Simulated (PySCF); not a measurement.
**C₂H₈Ge: electronic structure in real space**

Aim: take C₂H₈Ge and analyse its density (charges, bond critical points, surface potential), see where an electron leaves and enters and measure its response to a uniform field.

The runs use PySCF 2.14.0; levels as typed in each script, gas phase, geometry from GFN2-xTB.

## (1) The starting structure

SMILES `C[GeH2]C`, 11 atoms, charge 0, spin multiplicity 1.

Bond lengths: C1–Ge2 1.968 Å, C1–H4 1.086 Å, C1–H5 1.087 Å, C1–H6 1.087 Å, Ge2–C3 1.968 Å, Ge2–H7 1.506 Å, Ge2–H8 1.506 Å, C3–H9 1.086 Å, C3–H10 1.087 Å, C3–H11 1.087 Å. Angles: Ge2–C1–H4 111.5°, Ge2–C1–H5 110.5°, Ge2–C1–H6 110.5°, H4–C1–H5 108.1°, H4–C1–H6 108.2°, H5–C1–H6 108.0°, C1–Ge2–C3 111.2°, C1–Ge2–H7 110.0°, C1–Ge2–H8 109.9°, C3–Ge2–H7 109.9°, C3–Ge2–H8 110.0°, H7–Ge2–H8 105.7°, Ge2–C3–H9 111.5°, Ge2–C3–H10 110.5°, Ge2–C3–H11 110.5°, H9–C3–H10 108.1°, H9–C3–H11 108.2°, H10–C3–H11 108.0°.

As a file:

```
C    -1.62336   -0.73664    0.00018
Ge    0.00000    0.37582    0.00000
C     1.62335   -0.73664   -0.00018
H    -2.52271   -0.12753   -0.00085
H    -1.64791   -1.37512   -0.87936
H    -1.64772   -1.37510    0.87973
H    -0.00004    1.28453   -1.20034
H     0.00004    1.28453    1.20035
H     2.52271   -0.12754    0.00085
H     1.64789   -1.37513    0.87937
H     1.64768   -1.37515   -0.87973
```

## (2) Density, bond paths and surface potential (B3LYP/def2-svpd)

input.py

```python
import numpy as np
from pyscf import gto, scf, dft
from pyscf.scf import atom_ks, atom_hf
from scipy.linalg import block_diag

def solve(mol, dm0=None, hcore=None):
    mf = (dft.UKS if mol.spin else dft.RKS)(mol, xc='b3lyp')
    mf.grids.level = 3
    mf = mf.density_fit(auxbasis='def2-universal-jkfit')
    mf.conv_tol, mf.max_cycle = 1e-8, 80
    if hcore is not None:
        mf.get_hcore = lambda *args: hcore
    mf.kernel(dm0)
    if not mf.converged:
        mf = mf.newton().run(mf.mo_coeff, mf.mo_occ, max_cycle=30)
    assert mf.converged, 'SCF not converged'
    return mf

mol = gto.M(atom='''
C     -1.62336    -0.73664     0.00018
Ge     0.00000     0.37582     0.00000
C      1.62335    -0.73664    -0.00018
H     -2.52271    -0.12753    -0.00085
H     -1.64791    -1.37512    -0.87936
H     -1.64772    -1.37510     0.87973
H     -0.00004     1.28453    -1.20034
H      0.00004     1.28453     1.20035
H      2.52271    -0.12754     0.00085
H      1.64789    -1.37513     0.87937
H      1.64768    -1.37515    -0.87973
''', basis='def2-svpd', charge=0, spin=0, verbose=4)
mf = solve(mol)
mf.analyze()
# spherically averaged free atoms, for the promolecule
atm = atom_ks.get_atm_nrks(mol, xc='b3lyp')
pro = block_diag(*[(atm[a[0]][2] * atm[a[0]][3]) @ atm[a[0]][2].T for a in mol._atom])
np.savez('result.npz', e=mf.e_tot, c=mf.mo_coeff, occ=mf.mo_occ, eps=mf.mo_energy, pro=pro, dip=mf.dip_moment(verbose=0), s2=mf.spin_square()[0])
```

Started as:

```
$ OMP_NUM_THREADS=1 python input.py
```

## (4) Removing and adding an electron (B3LYP/def2-svpd)

input.py

```python
import numpy as np
from pyscf import gto, scf, dft
from pyscf.scf import atom_ks, atom_hf
from scipy.linalg import block_diag

def solve(mol, dm0=None, hcore=None):
    mf = (dft.UKS if mol.spin else dft.RKS)(mol, xc='b3lyp')
    mf.grids.level = 3
    mf = mf.density_fit(auxbasis='def2-universal-jkfit')
    mf.conv_tol, mf.max_cycle = 1e-8, 80
    if hcore is not None:
        mf.get_hcore = lambda *args: hcore
    mf.kernel(dm0)
    if not mf.converged:
        mf = mf.newton().run(mf.mo_coeff, mf.mo_occ, max_cycle=30)
    assert mf.converged, 'SCF not converged'
    return mf

mol = gto.M(atom='''
C     -1.62336    -0.73664     0.00018
Ge     0.00000     0.37582     0.00000
C      1.62335    -0.73664    -0.00018
H     -2.52271    -0.12753    -0.00085
H     -1.64791    -1.37512    -0.87936
H     -1.64772    -1.37510     0.87973
H     -0.00004     1.28453    -1.20034
H      0.00004     1.28453     1.20035
H      2.52271    -0.12754     0.00085
H      1.64789    -1.37513     0.87937
H      1.64768    -1.37515    -0.87973
''', basis='def2-svpd', charge=0, spin=0, verbose=4)
mf = solve(mol)
out = dict(e0=mf.e_tot, dm0=mf.make_rdm1(), c=mf.mo_coeff, occ=mf.mo_occ, eps=mf.mo_energy)
for name, dq, spin in [('cation', 1, 1)]:
    ion = mol.copy().set(charge=mol.charge + dq, spin=spin).build()
    mi = solve(ion)
    if spin and dq > 0 and mol.nao < 130:
        c, _, stable, _ = mi.stability(return_status=True)
        if not stable:
            mi = solve(ion, mi.make_rdm1(c, mi.mo_occ))
    print(name, 'vertical energy change / eV', (mi.e_tot - mf.e_tot) * 27.211386)
    out.update({'e_' + name: mi.e_tot, 'dm_' + name: mi.make_rdm1(), 's2_' + name: mi.spin_square()[0], 'eps_' + name: mi.mo_energy, 'occ_' + name: mi.mo_occ})
# spherically averaged free atoms, for the promolecule
atm = atom_ks.get_atm_nrks(mol, xc='b3lyp')
pro = block_diag(*[(atm[a[0]][2] * atm[a[0]][3]) @ atm[a[0]][2].T for a in mol._atom])
np.savez('result.npz', pro=pro, **out)
```

## (6) Response to an electric field (B3LYP/def2-svpd)

input.py

```python
import numpy as np
from pyscf import gto, scf, dft
from pyscf.scf import atom_ks, atom_hf
from scipy.linalg import block_diag

def solve(mol, dm0=None, hcore=None):
    mf = (dft.UKS if mol.spin else dft.RKS)(mol, xc='b3lyp')
    mf.grids.level = 3
    mf = mf.density_fit(auxbasis='def2-universal-jkfit')
    mf.conv_tol, mf.max_cycle = 1e-8, 80
    if hcore is not None:
        mf.get_hcore = lambda *args: hcore
    mf.kernel(dm0)
    if not mf.converged:
        mf = mf.newton().run(mf.mo_coeff, mf.mo_occ, max_cycle=30)
    assert mf.converged, 'SCF not converged'
    return mf

mol = gto.M(atom='''
C     -1.62336    -0.73664     0.00018
Ge     0.00000     0.37582     0.00000
C      1.62335    -0.73664    -0.00018
H     -2.52271    -0.12753    -0.00085
H     -1.64791    -1.37512    -0.87936
H     -1.64772    -1.37510     0.87973
H     -0.00004     1.28453    -1.20034
H      0.00004     1.28453     1.20035
H      2.52271    -0.12754     0.00085
H      1.64789    -1.37513     0.87937
H      1.64768    -1.37515    -0.87973
''', basis='def2-svpd', charge=0, spin=0, verbose=4)
field = np.array([0.004, 0.0, 0.0])  # atomic units
mol.set_common_orig(mol.atom_charges() @ mol.atom_coords() / mol.atom_charges().sum())
mf = solve(mol)
out = dict(dm0=mf.make_rdm1(), d0=mf.dip_moment(unit='AU'), e0=mf.e_tot)
for name, sign in (('p', 1), ('m', -1)):
    h = mf.get_hcore() + sign * np.einsum('x,xij->ij', field, mol.intor('int1e_r'))
    mi = solve(mol, mf.make_rdm1(), h)
    out.update({'dm' + name: mi.make_rdm1(), 'd' + name: mi.dip_moment(unit='AU'), 'e' + name: mi.e_tot})
# spherically averaged free atoms, for the promolecule
atm = atom_ks.get_atm_nrks(mol, xc='b3lyp')
pro = block_diag(*[(atm[a[0]][2] * atm[a[0]][3]) @ atm[a[0]][2].T for a in mol._atom])
np.savez('result.npz', pro=pro, **out)
```

(Steps that only read results are left out.)

**Question.** What will these runs give? Wanted: dipole moment; HOMO, LUMO; vertical ionisation energy; polarisability along the field.

As calculated:

| quantity | value |
| --- | --- |
| dipole moment (B3LYP/def2-svpd) | 0.65 D |
| HOMO, LUMO (B3LYP/def2-svpd) | -8.34, 0.29 eV |
| vertical ionisation energy (B3LYP/def2-svpd) | 10.66 eV |
| polarisability along the field (B3LYP/def2-svpd) | 65.0 bohr³ |

In words: At B3LYP/def2-svpd: The highest Hirshfeld charge is on Ge2 (+0.35 e), the lowest on C1 and C3 (−0.19 e). The ionisation energy from two SCF runs, 10.66 eV, lies 2.3 eV above −ε(HOMO) = 8.34 eV of the same level, B3LYP/def2-svpd, since self-interaction lifts this functional's HOMO. All values hold at the given geometry, in the gas phase.
